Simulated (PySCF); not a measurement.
**Si4H9O3 radical: EPR parameters at several levels of theory**

Aim: compute the EPR parameters of Si4H9O3 radical (`[SiH3]O[Si](O[SiH3])O[SiH3]`) at several levels, and see how far they spread and what each costs.

Programs: PySCF 2.14.0, with density-fitted response routines of our own. Each step states its level of theory. These are calculated values for one molecule in the gas phase, unless marked as measured. Atoms count from 0, in the outputs and in this text.

### Step 1. The molecule as given

16 atoms, charge 0, multiplicity 2; geometry from: GFN2-xTB.

Bonds of the start (Å): Si0–O1 1.63, O1–Si2 1.62, Si2–O3 1.62, O3–Si4 1.63, Si2–O5 1.62, O5–Si6 1.63, Si0–H7 1.46, Si0–H8 1.46, Si0–H9 1.46, Si4–H10 1.46, Si4–H11 1.47, Si4–H12 1.46, Si6–H13 1.46, Si6–H14 1.46, Si6–H15 1.46.

### Step 2. Geometry optimisation at PBE0-D3(BJ)/def2-SVP

Job settings and geometry (Å):

```
{"job": {"xc": "PBE0", "basis": "def2-SVP", "d3": "d3bj", "grid": 1, "kind": "geom"}, "charge": 0, "multiplicity": 2}
Si     2.336410    -0.858110    -0.230870
O      1.354270    -0.618470     1.044030
Si    -0.114530    -0.100440     1.476710
O     -0.348330     1.414960     0.967830
Si    -0.268360     2.434610    -0.296670
O     -1.234720    -1.071020     0.835080
Si    -2.032350    -1.536770    -0.502940
H      3.409010    -1.647120     0.365310
H      2.774290     0.449700    -0.720650
H      1.621130    -1.582210    -1.283920
H     -1.465000     3.256350    -0.137820
H     -0.269750     1.701660    -1.565320
H      0.973540     3.188950    -0.131610
H     -2.193140    -2.973950    -0.303870
H     -1.258460    -1.232190    -1.708640
H     -3.299200    -0.808040    -0.506840
```

Log:

```text
step   0  E = -1387.95057216  max force = 0.033158
step   1  E = -1387.96448062  max force = 0.004407
step   2  E = -1387.96468209  max force = 0.001741
step   3  E = -1387.96474965  max force = 0.000997
step   4  E = -1387.96481771  max force = 0.001894
step   5  E = -1387.96489235  max force = 0.001923
step   6  E = -1387.96496948  max force = 0.001384
step   7  E = -1387.96503910  max force = 0.001066
step   8  E = -1387.96506081  max force = 0.001183
step   9  E = -1387.96536231  max force = 0.002347
step  10  E = -1387.96539289  max force = 0.003286
step  11  E = -1387.96565584  max force = 0.002481
step  12  E = -1387.96589641  max force = 0.002118
step  13  E = -1387.96599543  max force = 0.002218
step  14  E = -1387.96612818  max force = 0.002156
step  15  E = -1387.96630380  max force = 0.002927
step  16  E = -1387.96643569  max force = 0.002780
step  17  E = -1387.96651720  max force = 0.001801
step  18  E = -1387.96655782  max force = 0.001234
step  19  E = -1387.96662458  max force = 0.001838
step  20  E = -1387.96676810  max force = 0.003533
step  21  E = -1387.96694763  max force = 0.005882
step  22  E = -1387.96711440  max force = 0.005382
step  23  E = -1387.96733309  max force = 0.001783
step  24  E = -1387.96737776  max force = 0.001700
step  25  E = -1387.96745824  max force = 0.001010
step  26  E = -1387.96755751  max force = 0.001372
step  27  E = -1387.96760606  max force = 0.000962
step  28  E = -1387.96761661  max force = 0.000512
step  29  E = -1387.96761940  max force = 0.000411
optimisation converged
```

It took 10 min on 1 thread, shared host.

Along the way:

| step | energy from step 0 (eV) | largest force component (eV/Å) |
| --- | --- | --- |
| 0 | 0.0000 | 1.7051 |
| 1 | -0.3785 | 0.2266 |
| 2 | -0.3840 | 0.0895 |
| 3 | -0.3858 | 0.0513 |
| 4 | -0.3876 | 0.0974 |
| 5 | -0.3897 | 0.0989 |
| 6 | -0.3918 | 0.0712 |
| 7 | -0.3937 | 0.0548 |
| 8 | -0.3943 | 0.0608 |
| 9 | -0.4025 | 0.1207 |
| 10 | -0.4033 | 0.1690 |
| 11 | -0.4104 | 0.1276 |
| 12 | -0.4170 | 0.1089 |
| 13 | -0.4197 | 0.1141 |
| 14 | -0.4233 | 0.1109 |
| 15 | -0.4281 | 0.1505 |
| 16 | -0.4317 | 0.1430 |
| 17 | -0.4339 | 0.0926 |
| 18 | -0.4350 | 0.0635 |
| 19 | -0.4368 | 0.0945 |
| 20 | -0.4407 | 0.1817 |
| 21 | -0.4456 | 0.3025 |
| 22 | -0.4501 | 0.2768 |
| 23 | -0.4561 | 0.0917 |
| 24 | -0.4573 | 0.0874 |
| 25 | -0.4595 | 0.0519 |
| 26 | -0.4622 | 0.0706 |
| 27 | -0.4635 | 0.0495 |
| 28 | -0.4638 | 0.0263 |
| 29 | -0.4639 | 0.0211 |

Close pairs (by a distance rule), those that changed most:

| bond | before (Å) | after (Å) | change (Å) |
| --- | --- | --- | --- |
| Si0–O1 | 1.627 | 1.670 | +0.043 |
| O3–Si4 | 1.626 | 1.668 | +0.042 |
| O5–Si6 | 1.626 | 1.665 | +0.039 |
| O1–Si2 | 1.616 | 1.654 | +0.038 |
| Si2–O5 | 1.615 | 1.651 | +0.036 |
| Si2–O3 | 1.616 | 1.651 | +0.036 |
| Si6–H15 | 1.461 | 1.493 | +0.031 |
| Si4–H12 | 1.462 | 1.493 | +0.031 |

The next job starts from the end point, and lists it.

| at the end point | value |
| --- | --- |
| point group (found at 0.08 Å tolerance) | C1 |
| rotational constants (GHz, main isotopes) | 1.043, 0.921, 0.523 |
| dipole moment (D) | 0.23 |
| ⟨S²⟩ | 0.751 |

### Step 3. EPR parameters: B3LYP/IGLO-III+pcH-1

Job settings and geometry (Å):

```
{"job": {"kind": "epr"}, "charge": 0, "multiplicity": 2}
Si     2.317781    -1.604824     0.256613
O      1.333679    -0.307885     0.628297
Si    -0.279290     0.036521     0.755178
O     -0.531636     1.560382     0.171525
Si     0.277340     3.005112    -0.031918
O     -1.103955    -1.049273    -0.176002
Si    -2.536314    -1.409874    -0.944873
H      3.721000    -1.203143     0.551255
H      2.189092    -1.956999    -1.187576
H      1.952920    -2.790242     1.087701
H     -0.734299     4.048537    -0.357050
H      1.260006     2.894264    -1.149077
H      0.996442     3.379615     1.221746
H     -2.311098    -2.618586    -1.785433
H     -2.967819    -0.269076    -1.804238
H     -3.599038    -1.696619     0.063663
```

Method: UKS B3LYP, IGLO-III on O Si, pcH-1 on H, non-relativistic, mean-field spin-orbit, GIAO.

Log:

```text
UKS, coarse grid
  cycle   1  E = -1389.16850256  |g| = 9.97e-01
  cycle   2  E = -1388.27159372  |g| = 1.82e+00
  cycle   3  E = -1389.49062059  |g| = 1.07e-01
  cycle   4  E = -1389.49545827  |g| = 3.12e-02
  cycle   5  E = -1389.49580672  |g| = 7.70e-03
  cycle   6  E = -1389.49582082  |g| = 5.19e-03
  cycle   7  E = -1389.49583021  |g| = 9.31e-04
UKS, final grid
  cycle   1  E = -1389.49585765  |g| = 1.28e-03
  cycle   2  E = -1389.49585645  |g| = 2.28e-03
  cycle   3  E = -1389.49585823  |g| = 2.18e-04
  cycle   4  E = -1389.49585825  |g| = 1.98e-05
  cycle   5  E = -1389.49585825  |g| = 1.89e-05
E = -1389.49585825 Eh   <S^2> = 0.7513 (exact 0.7500)
g shifts (ppm)      1          2          3
  rmc          -204       -204       -204
  gc             67         64         34
  oz_so       -1525      -1331         88
  total       -1663      -1471        -83
hyperfine (MHz)  atom isotope    a_iso     a_fc   dipolar eigenvalues
    0  29Si      -2.90      -2.92     -3.39      1.47      1.92
    1   17O     -80.05     -80.05    -21.84     10.53     11.31
    2  29Si   -1187.27   -1188.29   -108.43     54.15     54.29
    3   17O     -82.63     -82.63    -22.49     10.82     11.67
    4  29Si      -2.90      -2.93     -3.43      1.48      1.95
    5   17O     -76.55     -76.55    -23.87     11.46     12.40
    6  29Si      -1.02      -1.04     -2.71      1.18      1.53
    7    1H       1.47       1.47     -1.08     -0.88      1.96
    8    1H       4.44       4.44     -1.17     -0.80      1.97
    9    1H      -0.89      -0.89     -1.52     -1.21      2.74
   10    1H       1.14       1.15     -1.09     -0.91      1.99
   11    1H       4.89       4.88     -1.16     -0.80      1.96
   12    1H      -0.94      -0.94     -1.56     -1.22      2.78
   13    1H       4.18       4.18     -1.12     -0.80      1.93
   14    1H       1.41       1.40     -1.27     -0.90      2.16
   15    1H      -0.60      -0.60     -1.52     -1.18      2.69
```

Run time: 2.6 min. Hardware: 1 thread, shared host.

Principal g values 2.00066, 2.00085, 2.00224; g(iso) = 2.00125, against 2.00232 for a free electron.

Mean a(iso) over the nuclei that a row names, and the largest dipolar term of the row (other rows stand at the frozen geometry):

| nuclei | isotope | a(iso) (MHz) | a(iso) (G, at g = 2.0023) | largest dipolar term (MHz) |
| --- | --- | --- | --- | --- |
| Si2 | 29Si | -1187.3 | -423.6 | -108.4 |
| O1, O3, O5 | 17O | -79.7 | -28.5 | -23.9 |
| Si0, Si4, Si6 | 29Si | -2.3 | -0.8 | -3.4 |
| H7, H8, H9, H10, H11 and 4 more | 1H | 1.7 | 0.6 | 2.8 |

Mulliken spin populations:

Si0 0.02; O1 0.03; Si2 0.84; O3 0.03; Si4 0.02; O5 0.04; Si6 0.02; H7 0.00; H8 0.00; H9 0.00; H10 0.00; H11 0.00; H12 0.00; H13 0.00; H14 0.00; H15 0.00

In first order the couplings over 0.8 MHz of 1H give 10 distinct lines over 5.4 G, if the averaged nuclei exchange fast.

### Step 4. EPR parameters: PBE/IGLO-III+pcH-1

The job, as its differences from that of step 3:

```diff
@@ -1,2 +1,2 @@
-{"job": {"kind": "epr"}, "charge": 0, "multiplicity": 2}
+{"job": {"kind": "epr", "xc": "PBE"}, "charge": 0, "multiplicity": 2}
 Si     2.317781    -1.604824     0.256613
```

With the program's defaults for keys left out, this is: UKS PBE, IGLO-III on O Si, pcH-1 on H, non-relativistic, mean-field spin-orbit, GIAO.

Log:

```text
UKS, coarse grid
  cycle   1  E = -1388.15950742  |g| = 1.07e+00
  cycle   2  E = -1386.03075734  |g| = 2.48e+00
  cycle   3  E = -1388.52052830  |g| = 1.89e-01
  cycle   4  E = -1388.53672038  |g| = 6.83e-02
  cycle   5  E = -1388.53893020  |g| = 1.87e-02
  cycle   6  E = -1388.53904066  |g| = 1.09e-02
  cycle   7  E = -1388.53908009  |g| = 3.37e-03
  cycle   8  E = -1388.53908378  |g| = 6.27e-04
UKS, final grid
  cycle   1  E = -1388.53908990  |g| = 9.16e-04
  cycle   2  E = -1388.53908902  |g| = 1.79e-03
  cycle   3  E = -1388.53909022  |g| = 3.63e-04
  cycle   4  E = -1388.53909027  |g| = 2.87e-05
  cycle   5  E = -1388.53909027  |g| = 1.30e-05
E = -1388.53909027 Eh   <S^2> = 0.7515 (exact 0.7500)
g shifts (ppm)      1          2          3
  rmc          -196       -196       -196
  gc             71         68         50
  oz_so       -1434      -1222        109
  total       -1558      -1350        -37
hyperfine (MHz)  atom isotope    a_iso     a_fc   dipolar eigenvalues
    0  29Si      -3.95      -3.98     -3.79      1.65      2.13
    1   17O     -78.72     -78.72    -21.07     10.07     11.00
    2  29Si   -1116.80   -1117.76    -98.81     49.38     49.43
    3   17O     -81.39     -81.39    -21.70     10.34     11.36
    4  29Si      -3.97      -3.99     -3.85      1.67      2.17
    5   17O     -75.06     -75.07    -23.08     10.94     12.13
    6  29Si      -1.94      -1.97     -3.07      1.34      1.74
    7    1H       1.31       1.31     -1.11     -0.84      1.95
    8    1H       4.40       4.40     -1.20     -0.74      1.93
    9    1H      -0.69      -0.69     -1.53     -1.18      2.71
   10    1H       0.97       0.97     -1.12     -0.86      1.98
   11    1H       4.86       4.86     -1.19     -0.74      1.93
   12    1H      -0.75      -0.75     -1.57     -1.18      2.75
   13    1H       4.28       4.28     -1.17     -0.75      1.92
   14    1H       1.20       1.20     -1.29     -0.84      2.12
   15    1H      -0.25      -0.25     -1.52     -1.14      2.66
```

Wall time 37 s (1 thread, shared host).

In short: g(iso) 2.00134.

### Step 5. g tensor and hyperfine couplings: PBE0/IGLO-III+pcH-1

The job, as its differences from that of step 4:

```diff
@@ -1,2 +1,2 @@
-{"job": {"kind": "epr", "xc": "PBE"}, "charge": 0, "multiplicity": 2}
+{"job": {"kind": "epr", "xc": "PBE0"}, "charge": 0, "multiplicity": 2}
 Si     2.317781    -1.604824     0.256613
```

Level: UKS PBE0, IGLO-III on O Si, pcH-1 on H, non-relativistic, mean-field spin-orbit, GIAO.

Log:

```text
UKS, coarse grid
  cycle   1  E = -1388.38461875  |g| = 8.95e-01
  cycle   2  E = -1387.83708820  |g| = 1.49e+00
  cycle   3  E = -1388.65087042  |g| = 8.19e-02
  cycle   4  E = -1388.65359997  |g| = 2.24e-02
  cycle   5  E = -1388.65378004  |g| = 5.20e-03
  cycle   6  E = -1388.65378724  |g| = 3.93e-03
  cycle   7  E = -1388.65379200  |g| = 8.35e-04
UKS, final grid
  cycle   1  E = -1388.65379529  |g| = 1.11e-03
  cycle   2  E = -1388.65379453  |g| = 1.88e-03
  cycle   3  E = -1388.65379574  |g| = 1.43e-04
  cycle   4  E = -1388.65379575  |g| = 2.41e-05
E = -1388.65379575 Eh   <S^2> = 0.7515 (exact 0.7500)
g shifts (ppm)      1          2          3
  rmc          -197       -197       -197
  gc             79         77         47
  oz_so       -1566      -1378         42
  total       -1684      -1498       -109
hyperfine (MHz)  atom isotope    a_iso     a_fc   dipolar eigenvalues
    0  29Si      -2.92      -2.94     -3.24      1.40      1.84
    1   17O     -77.05     -77.05    -20.56      9.79     10.77
    2  29Si   -1149.96   -1150.95   -106.83     53.34     53.49
    3   17O     -79.59     -79.59    -21.19     10.06     11.14
    4  29Si      -2.91      -2.93     -3.28      1.41      1.87
    5   17O     -73.78     -73.79    -22.52     10.63     11.89
    6  29Si      -1.02      -1.03     -2.58      1.12      1.46
    7    1H       1.14       1.14     -1.06     -0.87      1.93
    8    1H       3.59       3.59     -1.15     -0.80      1.94
    9    1H      -0.99      -0.99     -1.52     -1.23      2.75
   10    1H       0.85       0.85     -1.07     -0.90      1.97
   11    1H       3.97       3.97     -1.13     -0.80      1.93
   12    1H      -1.04      -1.04     -1.55     -1.24      2.80
   13    1H       3.49       3.49     -1.10     -0.79      1.89
   14    1H       1.02       1.02     -1.25     -0.89      2.14
   15    1H      -0.74      -0.74     -1.51     -1.20      2.71
```

It took 2.6 min on 1 thread, shared host.

In short: g(iso) 2.00122.

### Step 6. EPR parameters: BHandHLYP/IGLO-III+pcH-1

The job, as its differences from that of step 5:

```diff
@@ -1,2 +1,2 @@
-{"job": {"kind": "epr", "xc": "PBE0"}, "charge": 0, "multiplicity": 2}
+{"job": {"kind": "epr", "xc": "BHandHLYP"}, "charge": 0, "multiplicity": 2}
 Si     2.317781    -1.604824     0.256613
```

With the program's defaults for keys left out, this is: UKS BHandHLYP, IGLO-III on O Si, pcH-1 on H, non-relativistic, mean-field spin-orbit, GIAO.

Log:

```text
UKS, coarse grid
  cycle   1  E = -1389.05883656  |g| = 8.21e-01
  cycle   2  E = -1388.93286207  |g| = 1.03e+00
  cycle   3  E = -1389.29637406  |g| = 5.29e-02
  cycle   4  E = -1389.29792046  |g| = 1.56e-02
  cycle   5  E = -1389.29804893  |g| = 2.89e-03
  cycle   6  E = -1389.29805920  |g| = 2.20e-03
  cycle   7  E = -1389.29806205  |g| = 6.63e-04
UKS, final grid
  cycle   1  E = -1389.29807931  |g| = 7.25e-04
  cycle   2  E = -1389.29807922  |g| = 9.65e-04
  cycle   3  E = -1389.29807952  |g| = 6.12e-05
  cycle   4  E = -1389.29807953  |g| = 2.71e-05
E = -1389.29807953 Eh   <S^2> = 0.7519 (exact 0.7500)
g shifts (ppm)      1          2          3
  rmc          -207       -207       -207
  gc             73         71         30
  oz_so       -1618      -1445         55
  total       -1752      -1581       -123
hyperfine (MHz)  atom isotope    a_iso     a_fc   dipolar eigenvalues
    0  29Si      -1.85      -1.86     -2.89      1.23      1.67
    1   17O     -80.09     -80.09    -21.42     10.32     11.09
    2  29Si   -1211.87   -1212.90   -116.39     58.08     58.31
    3   17O     -82.61     -82.62    -22.06     10.62     11.44
    4  29Si      -1.83      -1.85     -2.93      1.23      1.69
    5   17O     -77.10     -77.11    -23.39     11.24     12.15
    6  29Si      -0.10      -0.11     -2.27      0.98      1.29
    7    1H       1.31       1.31     -1.04     -0.90      1.94
    8    1H       3.66       3.66     -1.13     -0.84      1.97
    9    1H      -1.25      -1.25     -1.51     -1.25      2.77
   10    1H       1.01       1.01     -1.05     -0.93      1.98
   11    1H       4.04       4.04     -1.11     -0.85      1.96
   12    1H      -1.29      -1.29     -1.55     -1.27      2.81
   13    1H       3.50       3.50     -1.07     -0.83      1.90
   14    1H       1.17       1.17     -1.24     -0.94      2.17
   15    1H      -1.16      -1.16     -1.51     -1.22      2.73
```

Wall time 3.7 min (1 thread, shared host).

Key values: g(iso) 2.00117.

### Step 7. EPR parameters: HF/IGLO-III+pcH-1

The job, as its differences from that of step 6:

```diff
@@ -1,2 +1,2 @@
-{"job": {"kind": "epr", "xc": "BHandHLYP"}, "charge": 0, "multiplicity": 2}
+{"job": {"kind": "epr", "xc": "HF"}, "charge": 0, "multiplicity": 2}
 Si     2.317781    -1.604824     0.256613
```

Method: UKS HF, IGLO-III on O Si, pcH-1 on H, non-relativistic, mean-field spin-orbit, GIAO.

Log:

```text
UKS, final grid
  cycle   1  E = -1385.73792255  |g| = 6.43e-01
  cycle   2  E = -1385.88007897  |g| = 4.02e-01
  cycle   3  E = -1385.93624914  |g| = 6.51e-02
  cycle   4  E = -1385.94050690  |g| = 1.53e-02
  cycle   5  E = -1385.94082176  |g| = 5.64e-03
  cycle   6  E = -1385.94087541  |g| = 2.24e-03
  cycle   7  E = -1385.94088424  |g| = 8.16e-04
  cycle   8  E = -1385.94088529  |g| = 3.46e-04
  cycle   9  E = -1385.94088539  |g| = 1.47e-04
  cycle  10  E = -1385.94088542  |g| = 6.45e-05
  cycle  11  E = -1385.94088543  |g| = 2.10e-05
  cycle  12  E = -1385.94088543  |g| = 7.62e-06
E = -1385.94088543 Eh   <S^2> = 0.7526 (exact 0.7500)
g shifts (ppm)      1          2          3
  rmc          -194       -194       -194
  gc             87         87         44
  oz_so       -1774      -1635        -81
  total       -1881      -1743       -230
hyperfine (MHz)  atom isotope    a_iso     a_fc   dipolar eigenvalues
    0  29Si      -0.83      -0.84     -1.94      0.77      1.17
    1   17O     -72.31     -72.32    -17.32      8.09      9.23
    2  29Si   -1183.53   -1184.59   -119.67     59.71     59.97
    3   17O     -74.66     -74.67    -17.88      8.32      9.56
    4  29Si      -0.80      -0.81     -1.97      0.78      1.19
    5   17O     -70.79     -70.80    -18.98      8.80     10.18
    6  29Si       0.72       0.71     -1.47      0.59      0.88
    7    1H       0.55       0.55     -0.96     -0.91      1.87
    8    1H       1.78       1.78     -1.05     -0.88      1.93
    9    1H      -1.71      -1.71     -1.49     -1.32      2.82
   10    1H       0.35       0.35     -0.98     -0.93      1.91
   11    1H       1.99       1.99     -1.03     -0.89      1.92
   12    1H      -1.76      -1.76     -1.52     -1.34      2.86
   13    1H       1.76       1.76     -0.97     -0.85      1.82
   14    1H       0.38       0.37     -1.18     -0.97      2.14
   15    1H      -1.84      -1.84     -1.49     -1.29      2.78
```

Wall time 3.6 min (1 thread, shared host).

Key values: g(iso) 2.00103.

### Step 8. EPR parameters: CAM-B3LYP/IGLO-III+pcH-1

The job, as its differences from that of step 7:

```diff
@@ -1,2 +1,2 @@
-{"job": {"kind": "epr", "xc": "HF"}, "charge": 0, "multiplicity": 2}
+{"job": {"kind": "epr", "xc": "CAM-B3LYP"}, "charge": 0, "multiplicity": 2}
 Si     2.317781    -1.604824     0.256613
```

Method: UKS CAM-B3LYP, IGLO-III on O Si, pcH-1 on H, non-relativistic, mean-field spin-orbit, GIAO.

Log:

```text
UKS, coarse grid
  cycle   1  E = -1389.08065958  |g| = 9.14e-01
  cycle   2  E = -1388.81822851  |g| = 1.27e+00
  cycle   3  E = -1389.36279572  |g| = 5.86e-02
  cycle   4  E = -1389.36458267  |g| = 1.95e-02
  cycle   5  E = -1389.36476990  |g| = 3.63e-03
  cycle   6  E = -1389.36479057  |g| = 3.14e-03
  cycle   7  E = -1389.36479530  |g| = 9.56e-04
UKS, final grid
  cycle   1  E = -1389.36481273  |g| = 1.19e-03
  cycle   2  E = -1389.36481230  |g| = 1.76e-03
  cycle   3  E = -1389.36481329  |g| = 8.39e-05
  cycle   4  E = -1389.36481331  |g| = 6.28e-05
  cycle   5  E = -1389.36481331  |g| = 1.72e-05
E = -1389.36481331 Eh   <S^2> = 0.7514 (exact 0.7500)
g shifts (ppm)      1          2          3
  rmc          -205       -205       -205
  gc             74         71         33
  oz_so       -1596      -1408         60
  total       -1727      -1541       -112
hyperfine (MHz)  atom isotope    a_iso     a_fc   dipolar eigenvalues
    0  29Si      -2.03      -2.04     -3.17      1.37      1.80
    1   17O     -79.84     -79.84    -21.84     10.49     11.36
    2  29Si   -1196.70   -1197.73   -113.48     56.65     56.83
    3   17O     -82.37     -82.37    -22.50     10.78     11.72
    4  29Si      -2.00      -2.02     -3.21      1.38      1.83
    5   17O     -76.21     -76.22    -23.83     11.39     12.45
    6  29Si      -0.26      -0.27     -2.50      1.09      1.41
    7    1H       1.33       1.33     -1.06     -0.89      1.95
    8    1H       4.15       4.15     -1.15     -0.82      1.97
    9    1H      -0.98      -0.98     -1.52     -1.25      2.76
   10    1H       1.03       1.03     -1.07     -0.92      1.99
   11    1H       4.55       4.55     -1.13     -0.82      1.95
   12    1H      -1.02      -1.02     -1.55     -1.26      2.81
   13    1H       3.75       3.75     -1.09     -0.82      1.91
   14    1H       1.35       1.35     -1.25     -0.92      2.17
   15    1H      -0.78      -0.78     -1.51     -1.21      2.73
```

It took 5.7 min on 1 thread, shared host.

In short: g(iso) 2.00119.

### Step 9. Comparing the runs: EPR parameters

g, ⟨S²⟩ and isotropic hyperfine couplings (MHz), with basis size and wall time:

| run | g(iso) | ⟨S²⟩ | 29Si Si2 | 17O O1 (mean) | 29Si Si0 (mean) | 1H H7 (mean) | functions | time |
| --- | --- | --- | --- | --- | --- | --- | --- | --- |
| B3LYP/IGLO-III+pcH-1 | 2.00125 | 0.751 | -1187.3 | -79.7 | -2.3 | 1.7 | 371 | 2.6 min |
| PBE/IGLO-III+pcH-1 | 2.00134 | 0.752 | -1116.8 | -78.4 | -3.3 | 1.7 | 371 | 37 s |
| PBE0/IGLO-III+pcH-1 | 2.00122 | 0.752 | -1150.0 | -76.8 | -2.3 | 1.3 | 371 | 2.6 min |
| BHandHLYP/IGLO-III+pcH-1 | 2.00117 | 0.752 | -1211.9 | -79.9 | -1.3 | 1.2 | 371 | 3.7 min |
| HF/IGLO-III+pcH-1 | 2.00103 | 0.753 | -1183.5 | -72.6 | -0.3 | 0.2 | 371 | 3.6 min |
| CAM-B3LYP/IGLO-III+pcH-1 | 2.00119 | 0.751 | -1196.7 | -79.5 | -1.4 | 1.5 | 371 | 5.7 min |

### Step 10. Summary of results

| quantity | value |
| --- | --- |
| point group | C1 |
| rotational constants (main isotopes) | 1.04, 0.92, 0.52 GHz |
| g(iso) (B3LYP) | 2.00125 |
| ⟨S²⟩ | 0.751 (exact 0.75) |
| largest a(iso) (averaged by class) | 29Si on Si2, -1187.3 MHz |

In words: Single values in the summary come from the first run of each kind that ended normally (B3LYP/IGLO-III+pcH-1), which need not be the best level. Over 29 steps the energy fell by 0.464 eV; of the close pairs, Si0–O1 changed most, 1.627 to 1.670 Å. Most of the unpaired spin sits on Si2 (0.84 e). The isotropic g lies 1.1 ppt below the free-electron value. The coupling of 29Si on Si2 runs from -1211.9 (BHandHLYP/IGLO-III+pcH-1) to -1116.8 MHz (PBE/IGLO-III+pcH-1).
